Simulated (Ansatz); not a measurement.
# FGeH₄Si radical: small, medium and large basis sets

An exercise on one series of results from a longer session: the logs are not shown, and one member is left open.

Program: Ansatz 0.2.0, Gaussian basis. Level of theory: one geometry, several basis sets. These are calculated values, not measurements.

Plan: PBE0-D4/def2-SVP; ωB97M-V/def2-SVP; PBE0-D4/def2-QZVPP; ωB97M-V/def2-QZVPP; the functionals' def2-TZVPP values are taken from earlier runs.

**The geometry**

All runs share one geometry, relaxed beforehand with PBE0-D4 in a triple-zeta def2 set.

SMILES `F[SiH][GeH3]`, 7 atoms, charge 0, spin multiplicity 2.

Atoms are counted from 1 here; the program's logs count them from 0.

Bond lengths: F1–Si2 1.610 Å, Si2–Ge3 2.386 Å, Si2–H4 1.494 Å, Ge3–H5 1.537 Å, Ge3–H6 1.535 Å, Ge3–H7 1.540 Å. Angles: F1–Si2–Ge3 110.1°, F1–Si2–H4 106.6°, Ge3–Si2–H4 113.1°, Si2–Ge3–H5 107.6°, Si2–Ge3–H6 109.9°, Si2–Ge3–H7 112.2°, H5–Ge3–H6 109.0°, H5–Ge3–H7 109.1°, H6–Ge3–H7 109.0°.

Geometry (Å):

```
F    -0.82818   -1.79762    1.40951
Si   -0.88044   -1.14053   -0.05940
Ge    0.33382    0.91336   -0.08163
H    -0.32540   -2.15869   -1.00166
H     0.28965    1.46515   -1.51601
H    -0.33101    1.92466    0.86310
H     1.80266    0.72548    0.34038
```

Set-up of the first run:

in.yaml

```yaml
crystal:
  periodic: [false, false, false]
  atoms:
    - {symbol: F, position_ang: [-0.828176, -1.797623, 1.409514]}
    - {symbol: Si, position_ang: [-0.880442, -1.140528, -0.059400]}
    - {symbol: Ge, position_ang: [0.333818, 0.913359, -0.081629]}
    - {symbol: H, position_ang: [-0.325397, -2.158692, -1.001662]}
    - {symbol: H, position_ang: [0.289651, 1.465152, -1.516011]}
    - {symbol: H, position_ang: [-0.331014, 1.924656, 0.863104]}
    - {symbol: H, position_ang: [1.802660, 0.725477, 0.340384]}
basis:
  gaussian: {orbitals: def2-SVP}
magnetization: {spin_polarized: true, initial_magnetization: 1}
hamiltonian: {xc: pbe0, dispersion: d4}
output: {orbitals: {seedname: orbitals}}
```

Steps of the session up to this table: PBE0-D4 in def2-SVP; ωB97M-V in def2-SVP; PBE0-D4 in def2-QZVPP; ωB97M-V in def2-QZVPP.

One table of the session follows, with a row left open; its other results are not shown here.

It belongs to the step «Functionals by basis». 

```
functional       basis  HOMO (eV)  LUMO (eV)
   PBE0-D4    def2-SVP      -6.20      -2.66
   PBE0-D4  def2-TZVPP      -6.27      -2.67
   PBE0-D4  def2-QZVPP          ?          ?
   ωB97M-V    def2-SVP      -7.89      -0.97
   ωB97M-V  def2-TZVPP      -7.97      -1.06
   ωB97M-V  def2-QZVPP      -8.00      -1.13
```

Estimate the missing values for PBE0-D4, def2-QZVPP.

As computed: HOMO (eV): -6.28; LUMO (eV): -2.70. In the column «HOMO (eV)» it lies between ωB97M-V, def2-SVP (-7.89) and PBE0-D4, def2-TZVPP (-6.27).
